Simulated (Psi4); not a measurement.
**B2PLYP/def2-TZVPP (core potential, density fitting for correlation) run of InF (SMILES [F][In])**

Aim: the vertical singlet–triplet gap of InF at B2PLYP/def2-TZVPP (core potential, density fitting for correlation), from 2 runs. 

The calculation is run with Psi4 1.11.

### Step 1. The structure to begin with

InF has 2 atoms, charge 0, and is taken as a singlet. SMILES: `[F][In]`. The shape is that of a PBE0-D4/def2-TZVP optimisation.

Bond lengths: F1–In2 1.994 Å.

### Step 2. The energy at B2PLYP/def2-TZVPP (core potential, density fitting for correlation)

File fin.in:

```
memory 1600 mb

molecule geom {
  0 1
  F
  In 1 r2

  r2 = 1.99367
  symmetry c1
}

set basis def2-TZVPP
set reference rks
set puream true
set e_convergence 1e-09
set d_convergence 1e-08
set scf_type pk
set dft_radial_points 99
set dft_spherical_points 590
set num_frozen_docc 5

e, wfn = energy('b2plyp', return_wfn=True)
```

Started as:

```bash
psi4 fin.in fin.out -n 1
```

fin.out:

```text
[...]
    !!!  WARNING: ECP capability is in beta. Please check occupations closely.  !!!
[...]
  Running in c1 symmetry.
[...]
  Nuclear repulsion =   50.166021867525735
[...]
  Multiplicity = 1
[...]
  Nalpha       = 15
  Nbeta        = 15
[...]
    Number of basis functions: 81
[...]
   @RKS iter   1:  -289.49796539233392   -1.10401e+00   8.14825e-03 DIIS/ADIIS
[...]
   @RKS iter  11:  -289.65606673908553   -1.59162e-12   6.64697e-09 DIIS
[...]
    Orbital Energies [Eh]
    ---------------------
    Doubly Occupied:
       1A    -25.247295     2A     -4.965421     3A     -3.307873
       4A     -3.307873     5A     -3.299247     6A     -1.224923
       7A     -0.871538     8A     -0.871538     9A     -0.864292
      10A     -0.864292    11A     -0.860527    12A     -0.468483
      13A     -0.417436    14A     -0.417436    15A     -0.308387
[...]
  @RKS Final Energy:  -289.65606673908553
   => Energetics <=
    Nuclear Repulsion Energy =             50.1660218675257354
    One-Electron Energy =                -575.7543341664769514
    Two-Electron Energy =                 249.0234035295181911
    DFT Exchange-Correlation Energy =     -13.0911579696524711
    Empirical Dispersion Energy =           0.0000000000000000
    VV10 Nonlocal Energy =                  0.0000000000000000
    Total Energy =                       -289.6560667390855315
[...]
 Multipole Moments:
 ------------------------------------------------------------------------------------
     Multipole            Electronic (a.u.)      Nuclear  (a.u.)        Total (a.u.)
 ------------------------------------------------------------------------------------
 L = 1.  Multiply by 2.5417464519 to convert [e a0] to [Debye]
 Dipole X            :         -0.0000002            0.0000000           -0.0000002
 Dipole Y            :          0.0000000            0.0000000            0.0000000
 Dipole Z            :         19.1900000          -17.8711737            1.3188263
 Magnitude           :                                                    1.3188263
[...]
```

Run time: 7.8 s. Hardware: 1 thread of Intel Xeon Platinum 8259CL at 2.50GHz (Skylake/Cascade Lake), shared host; peak memory 0.52 GiB.

### Step 3. The triplet at the same level

File calc.dat:

```
memory 1600 mb

molecule {
  0 3
  F      0.000000     0.000000     0.015910
  In     0.000000     0.000000     2.009580
  symmetry c1
  no_reorient
  no_com
}

set {
  basis                def2-TZVPP
  reference            uks
  puream               true
  e_convergence        1e-09
  d_convergence        1e-08
  scf_type             pk
  dft_radial_points    99
  dft_spherical_points 590
  num_frozen_docc      5
  maxiter              100
}

energy_value, wavefunction = energy("b2plyp", return_wfn=True)
```

Started as:

```bash
psi4 -n 1 calc.dat calc.out
```

calc.out:

```text
[...]
    !!!  WARNING: ECP capability is in beta. Please check occupations closely.  !!!
[...]
  Running in c1 symmetry.
[...]
  Nuclear repulsion =   50.166021867525714
[...]
  Multiplicity = 3
[...]
  Nalpha       = 16
  Nbeta        = 14
[...]
    Number of basis functions: 81
[...]
   @UKS iter   1:  -289.37427603000509   -1.03655e+00   7.81157e-03 ADIIS/DIIS
[...]
   @UKS iter  13:  -289.52334230580027   -9.89075e-12   5.49252e-09 DIIS
[...]
   @S^2 Observed:                2.006778991E+00
[...]
    Orbital Energies [Eh]
    ---------------------
    Alpha Occupied:
       1A    -25.303499     2A     -5.009288     3A     -3.354070
       4A     -3.346170     5A     -3.345952     6A     -1.279561
       7A     -0.915151     8A     -0.914051     9A     -0.911502
      10A     -0.905729    11A     -0.905007    12A     -0.527554
      13A     -0.468513    14A     -0.462731    15A     -0.382100
      16A     -0.179864
    Alpha Virtual:
      17A     -0.055794    18A      0.007955    19A      0.088050
      20A      0.093524    21A      0.117734    22A      0.177028
      23A      0.179523    24A      0.182199    25A      0.213110
[...]
  @UKS Final Energy:  -289.52334230580027
   => Energetics <=
    Nuclear Repulsion Energy =             50.1660218675257141
    One-Electron Energy =                -574.4409876759741564
    Two-Electron Energy =                 247.8146699914912290
    DFT Exchange-Correlation Energy =     -13.0630464888430620
    Empirical Dispersion Energy =           0.0000000000000000
    VV10 Nonlocal Energy =                  0.0000000000000000
    Total Energy =                       -289.5233423058002700
[...]
 Multipole Moments:
 ------------------------------------------------------------------------------------
     Multipole            Electronic (a.u.)      Nuclear  (a.u.)        Total (a.u.)
 ------------------------------------------------------------------------------------
 L = 1.  Multiply by 2.5417464519 to convert [e a0] to [Debye]
 Dipole X            :         -0.0000006            0.0000000           -0.0000006
 Dipole Y            :         -0.0000000            0.0000000           -0.0000000
 Dipole Z            :        -78.7516289           80.0192623            1.2676334
 Magnitude           :                                                    1.2676334
[...]
```

It took 12 s on 1 thread of Intel Xeon Platinum 8259CL at 2.50GHz (Skylake/Cascade Lake), shared host; peak memory 0.52 GiB.

### Step 4. What came out

At B2PLYP/def2-TZVPP (core potential, density fitting for correlation), 5 core orbitals frozen:

| quantity | value |
| --- | --- |
| singlet: total energy | -289.82537 Eh |
| singlet: HOMO energy (SCF part's orbitals) | -8.39 eV |
| singlet: LUMO energy (SCF part's orbitals) | -0.79 eV |
| singlet: HOMO–LUMO gap (SCF part's orbitals) | 7.60 eV |
| triplet: total energy | -289.68083 Eh |
| triplet: HOMO energy (SCF part's orbitals) (highest over α and β) | -4.89 eV |
| triplet: LUMO energy (SCF part's orbitals) (lowest over α and β) | -4.38 eV |
| triplet: ⟨S²⟩ | 2.007 |
| vertical energy of the triplet above the singlet | 3.933 eV |

**Reading.** At this shape the triplet lies 3.93 eV (379 kJ/mol) above the singlet.
